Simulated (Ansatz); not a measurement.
# CH2BN3: taking an electron away

The task here is to estimate one member of a computed series from the others.

The runs use Ansatz 0.2.0, Gaussian basis; unrestricted cation, the program's frozen cores in correlated methods.

Levels to be run: UKS PBE-D4/def2-TZVPP; UKS r2SCAN-D4/def2-TZVPP; UKS PBE0-D4/def2-TZVPP; UKS B3LYP-D4/def2-TZVPP; UKS wB97X-V/def2-TZVPP; UKS wB97M-V/def2-TZVPP; UKS B2PLYP/def2-TZVPP; UHF-CCSD(T)/def2-TZVPP; UHF-MP2/def2-QZVPP; extrapolation to the limit; then −ε(HOMO) from the neutral's earlier runs with LDA (SPW92), PBE-D4, revPBE-D4, BLYP-D4, r2SCAN-D4, B97M-V, PBE0-D4, B3LYP-D4, r2SCANh-D4, r2SCAN0-D4, HSE06-D4, BHLYP-D4, CAM-B3LYP-D4, LC-ωPBE, ωB97X-V, ωB97M-V.

**The relaxed structure**

All runs share one geometry, relaxed beforehand with PBE0-D4 in a triple-zeta def2 set.

SMILES `NB1N=C=N1`, 7 atoms, charge 0, spin multiplicity 1.

Atoms are counted from 1 here; the program's logs count them from 0.

Bond lengths: N1–B2 1.374 Å, N1–H6 1.005 Å, N1–H7 1.005 Å, B2–N3 1.449 Å, B2–N5 1.449 Å, N3–C4 1.388 Å, C4–N5 1.388 Å. Angles: B2–N1–H6 122.6°, B2–N1–H7 122.6°, H6–N1–H7 114.8°, N1–B2–N3 143.8°, N1–B2–N5 143.8°, N3–B2–N5 72.3°, B2–N3–C4 88.5°, N3–C4–N5 76.1°, B2–N5–C4 88.5°.

Set-up of the first run:

in.yaml reads:

```yaml
crystal:
  periodic: [false, false, false]
  atoms:
    - {symbol: N, position_ang: [-0.727676, 0.975582, -0.050151]}
    - {symbol: B, position_ang: [0.133310, -0.073400, 0.163495]}
    - {symbol: N, position_ang: [0.211492, -1.447559, 0.617081]}
    - {symbol: C, position_ang: [1.006910, -1.728168, -0.484777]}
    - {symbol: N, position_ang: [1.500514, -0.518515, -0.016468]}
    - {symbol: H, position_ang: [-1.700067, 0.936513, 0.198898]}
    - {symbol: H, position_ang: [-0.424482, 1.855556, -0.428078]}
basis:
  gaussian: {orbitals: def2-TZVPP}
total_charge: 1
magnetization: {spin_polarized: true, initial_magnetization: 1}
hamiltonian: {xc: pbe, dispersion: d4}
```

Among the steps run: Cation, UKS PBE-D4/def2-TZVPP; Cation, UKS r2SCAN-D4/def2-TZVPP; Cation, UKS PBE0-D4/def2-TZVPP; Cation, UKS B3LYP-D4/def2-TZVPP; Cation, UKS wB97X-V/def2-TZVPP; Cation, UKS wB97M-V/def2-TZVPP; Cation, UKS B2PLYP (frozen core)/def2-TZVPP; Cation, UHF-CCSD(T)/def2-TZVPP; Cation, UHF-MP2/def2-QZVPP.

One table of the session follows, with a row left open; its other results are not shown here.

It belongs to the step «Ionisation energies side by side». Orbital estimates, from the neutral's runs:

| functional | −ε(HOMO) (eV) |
| --- | --- |
| LDA (SPW92) | 6.19 |
| PBE-D4 | 6.09 |
| revPBE-D4 | 6.04 |
| BLYP-D4 | 5.99 |
| r2SCAN-D4 | ? |
| B97M-V | 6.52 |
| PBE0-D4 | 7.50 |
| B3LYP-D4 | 7.28 |
| r2SCANh-D4 | 6.92 |
| r2SCAN0-D4 | 7.71 |
| HSE06-D4 | 7.10 |
| BHLYP-D4 | 8.83 |
| CAM-B3LYP-D4 | 8.95 |
| LC-ωPBE | 10.33 |
| ωB97X-V | 9.96 |
| ωB97M-V | 9.85 |

Estimate the missing values for r2SCAN-D4.

Worked estimate for «−ε(HOMO) (eV)». Against the share of exact exchange, r2SCANh-D4 (0.1, 6.92), r2SCAN0-D4 (0.25, 7.71) give a slope of 5.27 per unit share; at 0 the line stands at 6.39.

The run gave: −ε(HOMO) (eV): 6.40. In «−ε(HOMO) (eV)» the line misses by -0.01.
